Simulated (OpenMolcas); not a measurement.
# RI-MP2/ANO-XS-VDZ (DKH2, Cholesky decomposition) run of B2F4 (diboron tetrafluoride)

What is the energy change on altering one bond length of B2F4 (diboron tetrafluoride) at RI-MP2/ANO-XS-VDZ (DKH2, Cholesky decomposition)? 

The results are computed with OpenMolcas 26.06.

## 1. Starting point

B2F4 has 6 atoms, charge 0, and is taken as a singlet. SMILES: `FB(F)B(F)F`. The coordinates come from a GFN2-xTB relaxation.

Bond lengths: F1–B2 1.316 Å, B2–F3 1.316 Å, B2–B4 1.718 Å, B4–F5 1.316 Å, B4–F6 1.316 Å. Angles: F1–B2–F3 112.3°, F1–B2–B4 123.8°, F3–B2–B4 123.8°, B2–B4–F5 123.8°, B2–B4–F6 123.8°, F5–B4–F6 112.3°.

## 2. The energy at RI-MP2/ANO-XS-VDZ (DKH2, Cholesky decomposition)

job.inp reads:

```
* B2F4 RI-MP2
>>> EXPORT MOLCAS_PRINT=2

&GATEWAY
  Coord
  6
  angstrom
  F        0.772690      -0.727760       1.613350
  B        0.286610      -0.709500       0.390460
  F        0.292020      -1.901020      -0.167640
  B       -0.286590       0.709540      -0.390440
  F       -0.775350       0.727110      -1.612260
  F       -0.289380       1.901640       0.166510
  Basis = ANO-XS-VDZ
  Group = NoSym

&SEWARD
  High
  Relativistic = R02E00

&SCF
  PrOrbitals = 0

&MBPT2
  Frozen = 6
```

Run with:

```
$ export MOLCAS_MEM=1860
$ pymolcas job.inp > job.log
```

Standard output:

```text
--- Start Module: gateway ---
[...]
--- Stop Module: gateway /rc=_RC_ALL_IS_WELL_ ---
[...]
      Basis functions           54
[...]
--- Start Module: scf ---
[...]
       Convergence after  10 Iterations
[...]
::    Total SCF energy                               -447.5655320080
[...]
      Total spin, S                                     0.0000000000
[...]
      Total electronic charge=   46.000000
      Total            charge=   -0.000000
[...]
      Dipole Moment (debye):
      Origin of the operator (angstrom)=   -0.0000   -0.0000   -0.0000
                   X=  6.1976E-05               Y=  1.1461E-04               Z= -1.2378E-05           Total=  1.3088E-04
      Quadrupole Moment (debye*angstrom):
[...]
--- Stop Module: scf /rc=_RC_ALL_IS_WELL_ ---
[...]
--- Start Module: mbpt2 ---
[...]
WARNING!
Default frozen orbitals as non valence orbitals is overwritten by user input.
Default values:   6
[...]
       Reference weight ( Cref**2 )         =        0.86734
::    Total MBPT2 energy                             -448.1159159199
[...]
--- Stop Module: mbpt2 /rc=_RC_ALL_IS_WELL_ ---
[...]
```

Wall time 3.3 s (1 thread of Arm Neoverse V1, shared host); peak memory 0.082 GiB.

## 3. The distorted shape at the same level

job.inp reads:

```
* B2F4 RI-MP2

&GATEWAY
  Coord
  6
  angstrom
  F        0.830022      -0.869693       1.691456
  B        0.343942      -0.851433       0.468566
  F        0.349352      -2.042953      -0.089534
  B       -0.286590       0.709540      -0.390440
  F       -0.775350       0.727110      -1.612260
  F       -0.289380       1.901640       0.166510
  Basis
  ANO-XS-VDZ
  Group
  NoSym

&SEWARD
  High
  Relativistic
  R02E00

&SCF
  PrOrbitals
  0

&MBPT2
  Frozen
  6
```

Run with:

```
$ export MOLCAS_MEM=1860
$ pymolcas job.inp > job.log
```

Standard output:

```text
--- Start Module: gateway ---
[...]
--- Stop Module: gateway /rc=_RC_ALL_IS_WELL_ ---
[...]
      Basis functions           54
[...]
--- Start Module: scf ---
[...]
       Convergence after  10 Iterations
[...]
::    Total SCF energy                               -447.5550578009
[...]
      Total spin, S                                     0.0000000000
[...]
      Total electronic charge=   46.000000
      Total            charge=   -0.000000
[...]
      Dipole Moment (debye):
      Origin of the operator (angstrom)=    0.0287   -0.0710    0.0390
                   X=  5.5480E-05               Y=  1.1275E-04               Z= -2.2257E-05           Total=  1.2762E-04
      Quadrupole Moment (debye*angstrom):
[...]
--- Stop Module: scf /rc=_RC_ALL_IS_WELL_ ---
[...]
--- Start Module: mbpt2 ---
[...]
WARNING!
Default frozen orbitals as non valence orbitals is overwritten by user input.
Default values:   6
[...]
       Reference weight ( Cref**2 )         =        0.86602
::    Total MBPT2 energy                             -448.1071910194
[...]
--- Stop Module: mbpt2 /rc=_RC_ALL_IS_WELL_ ---
[...]
```

It took 3.3 s on 1 thread of Arm Neoverse V1, shared host; peak memory 0.082 GiB.

## 4. Summary of results

Level: RI-MP2/ANO-XS-VDZ (DKH2, Cholesky decomposition), 6 core orbitals frozen.

| quantity | value |
| --- | --- |
| first shape: total energy | -448.11592 Eh |
| first shape: dipole moment (mean-field density) | 0.00 D |
| first shape: HOMO energy (Hartree–Fock orbitals) | -15.05 eV |
| first shape: LUMO energy (Hartree–Fock orbitals) | 0.71 eV |
| first shape: HOMO–LUMO gap (Hartree–Fock orbitals) | 15.77 eV |
| first shape: correlation energy (6 core orbitals frozen) | -550.4 mEh |
| distorted shape: total energy | -448.10719 Eh |
| distorted shape: dipole moment (mean-field density) | 0.00 D |
| distorted shape: HOMO energy (Hartree–Fock orbitals) | -14.36 eV |
| distorted shape: LUMO energy (Hartree–Fock orbitals) | 0.95 eV |
| distorted shape: HOMO–LUMO gap (Hartree–Fock orbitals) | 15.31 eV |
| distorted shape: correlation energy (6 core orbitals frozen) | -552.1 mEh |
| energy change with the B2–B4 bond stretched from 1.718 to 1.890 Å | 0.237 eV |

What this shows: With the B2–B4 bond stretched from 1.718 to 1.890 Å the energy rises by 0.24 eV (22.9 kJ/mol). The first shape isn't relaxed at this level, so the change isn't measured from a minimum. Mulliken charges (first shape) of the mean-field density run from -0.33 on F1 to +0.65 on B2. Mulliken charges (distorted shape) of the mean-field density run from -0.33 on F1 to +0.65 on B2.
